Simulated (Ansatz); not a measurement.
# Ca3Lu: relaxation of cell and atoms with PBE

Ca3Lu:

```
Lu Ca
1.0
     5.36177    0.00000    0.00000
     0.00000    5.36177    0.00000
     0.00000    0.00000    5.36177
Lu Ca
1 3
Direct
  0.50000 0.50000 0.50000
  0.00000 0.00000 0.50000
  0.00000 0.50000 0.00000
  0.50000 0.00000 0.00000
```

The cell comes from a database or a generator and needn't be the stable form of this composition.

- Program: Ansatz 0.2.0
- Task: relaxation of cell and atoms
- Functional: PBE
- Potentials or basis: Ansatz PAW
- Cutoff: 420 eV (not typed: the program's choice for these potentials)
- k mesh: 5 × 5 × 5
- Occupations: fermi-dirac, width 0.05 eV
- Spin: no spin polarisation
- Target pressure: 10 GPa
- Target pressure (GPa): 10

| Property | Result |
| --- | --- |
| Relaxed volume | 28.44 Å³/atom |
| Relaxed cell | a = 4.845 Å, b = 4.845 Å, c = 4.845 Å, α = 90.00°, β = 90.00°, γ = 90.00° |
| Space group after relaxing (to 0.05 Å) | Pm-3m (No. 221) |
| Energy change on relaxing (the enthalpy is what falls) | +264.0 meV/atom |
| Ionic steps | 4 |
| Pressure after relaxing | 10.0 GPa |
| Band gap on the k mesh | none (metal or under the smearing width) |

Step by step:
| step | energy change (eV) | largest force (eV/Å) | volume (Å³) |
| --- | --- | --- | --- |
| 1 | 0.0000 | 0.0000 | 154.14 |
| 2 | 0.2499 | 0.0000 | 132.68 |
| 3 | 1.0545 | 0.0000 | 113.74 |
| 4 | 1.0561 | 0.0000 | 113.74 |

Final structure:
```cif
data_structure
_symmetry_space_group_name_H-M 'P 1'
_symmetry_Int_Tables_number 1
_cell_length_a 4.8452
_cell_length_b 4.8452
_cell_length_c 4.8452
_cell_angle_alpha 90.000
_cell_angle_beta 90.000
_cell_angle_gamma 90.000
_cell_volume 113.74
loop_
_atom_site_label
_atom_site_type_symbol
_atom_site_fract_x
_atom_site_fract_y
_atom_site_fract_z
_atom_site_occupancy
Lu1 Lu 0.50000 0.50000 0.50000 1
Ca1 Ca 0.00000 0.00000 0.50000 1
Ca2 Ca 0.00000 0.50000 0.00000 1
Ca3 Ca 0.50000 0.00000 0.00000 1
```

Levels at points of the mesh, in eV from the Fermi level:
```tsv
k point	band 23	band 24	band 25	band 26	band 27	band 28	band 29	band 30	band 31	band 32
(0.00, 0.00, 0.00)	-5.42	-5.15	-1.43	-1.43	-1.17	-0.17	-0.17	-0.17	2.01	2.01
```

Wall time 7.5 s on 2 threads of Arm Neoverse V2, with other jobs on the host, peak memory 0.41 GiB.

Caveat: the volume moved by over 15 % at a fixed basis, so the end points are rough; the plane-wave basis is chosen anew once the cell has moved, so the energies of steps on either side of that aren't comparable. The run has no spin-orbit coupling, so splittings on Lu are missing.
